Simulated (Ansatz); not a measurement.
**C3H8FGaO: up Jacob's ladder to CCSD(T)**

An exercise on one series of results from a longer session: the logs are not shown, and one member is left open.

Computed with Ansatz 0.2.0, Gaussian basis. Level: functionals in def2-TZVPP, the program's frozen cores in correlated methods.

Plan: PBE-D4, r2SCAN-D4, PBE0-D4, B3LYP-D4, ωB97X-V, ωB97M-V, B2PLYP; CCSD(T)/def2-TZVPP; MP2/def2-QZVPP; extrapolation to the limit.

**The geometry**

An earlier PBE0-D4 in a triple-zeta def2 set relaxation fixed the geometry.

SMILES `CC(C)[O][GaH][F]`, 14 atoms, charge 0, spin multiplicity 1.

Atoms are counted from 1 here; the program's logs count them from 0.

Bond lengths: C1–C2 1.517 Å, C1–H7 1.096 Å, C1–H8 1.093 Å, C1–H9 1.092 Å, C2–C3 1.517 Å, C2–O4 1.415 Å, C2–H10 1.098 Å, C3–H11 1.092 Å, C3–H12 1.096 Å, C3–H13 1.093 Å, O4–Ga5 1.768 Å, Ga5–F6 1.749 Å, Ga5–H14 1.545 Å. Angles: C2–C1–H7 110.7°, C2–C1–H8 111.1°, C2–C1–H9 110.4°, H7–C1–H8 107.6°, H7–C1–H9 108.6°, H8–C1–H9 108.3°, C1–C2–C3 112.1°, C1–C2–O4 111.3°, C1–C2–H10 108.3°, C3–C2–O4 111.3°, C3–C2–H10 108.3°, O4–C2–H10 105.2°, C2–C3–H11 110.4°, C2–C3–H12 110.7°, C2–C3–H13 111.1°, H11–C3–H12 108.6°, H11–C3–H13 108.3°, H12–C3–H13 107.6° and more.

Set-up of the first run:

in.yaml

```yaml
crystal:
  periodic: [false, false, false]
  atoms:
    - {symbol: C, position_ang: [-0.194613, -0.182645, -1.512098]}
    - {symbol: C, position_ang: [0.266712, -0.746978, -0.181347]}
    - {symbol: C, position_ang: [-0.890918, -0.986557, 0.769803]}
    - {symbol: O, position_ang: [1.255564, 0.074117, 0.409769]}
    - {symbol: Ga, position_ang: [1.019625, 1.748428, 0.925924]}
    - {symbol: F, position_ang: [2.504299, 2.378265, 1.602201]}
    - {symbol: H, position_ang: [-0.728404, 0.763453, -1.367621]}
    - {symbol: H, position_ang: [-0.875180, -0.871936, -2.017878]}
    - {symbol: H, position_ang: [0.660836, -0.002855, -2.166122]}
    - {symbol: H, position_ang: [0.763776, -1.707497, -0.368067]}
    - {symbol: H, position_ang: [-0.525974, -1.373208, 1.723311]}
    - {symbol: H, position_ang: [-1.437547, -0.055405, 0.957018]}
    - {symbol: H, position_ang: [-1.599345, -1.707693, 0.354841]}
    - {symbol: H, position_ang: [-0.218830, 2.670501, 0.870278]}
basis:
  gaussian: {orbitals: def2-TZVPP}
hamiltonian: {xc: pbe, dispersion: d4}
output: {forces: true, orbitals: {seedname: orbitals}}
```

Started as:

```bash
$ ansatz run in.yaml --threads 2 --pin off --events-out ev --progress --plain --max-ram 22528MiB --backend cuda --devices 0, --max-vram 18GiB
```

Steps of the session up to this table: PBE-D4 (GGA); r2SCAN-D4 (meta-GGA); PBE0-D4 (hybrid); B3LYP-D4 (hybrid); ωB97X-V (range-separated); ωB97M-V (range-separated); B2PLYP (double hybrid); CCSD(T) in def2-TZVPP; MP2 in def2-QZVPP.

One table of the session follows, with a row left open; its other results are not shown here.

| method | atomisation energy (kcal/mol) |
| --- | --- |
| PBE-D4 | 1278.5 |
| r2SCAN-D4 | 1262.0 |
| PBE0-D4 | 1257.0 |
| B3LYP-D4 | 1252.3 |
| ωB97X-V | 1260.5 |
| ωB97M-V | 1257.7 |
| B2PLYP | 1244.5 |
| HF/def2-TZVPP | 925.3 |
| MP2/def2-TZVPP | ? |
| CCSD/def2-TZVPP | 1216.6 |
| CCSD(T)/def2-TZVPP | 1234.2 |
| MP2/CBS | 1282.9 |
| CCSD(T)/CBS | 1260.6 |

Estimate the missing values for MP2/def2-TZVPP.

The run gave: atomisation energy (kcal/mol): 1256.5. In the column «atomisation energy (kcal/mol)» it lies between B3LYP-D4 (1252.3) and PBE0-D4 (1257.0).

Caveats from the session: Free atoms (3 C, 1 O, 1 Ga, 1 F, 8 H) were run apart at each level; the atomisation energy is their sum less the molecule, without zero-point or spin-orbit terms.
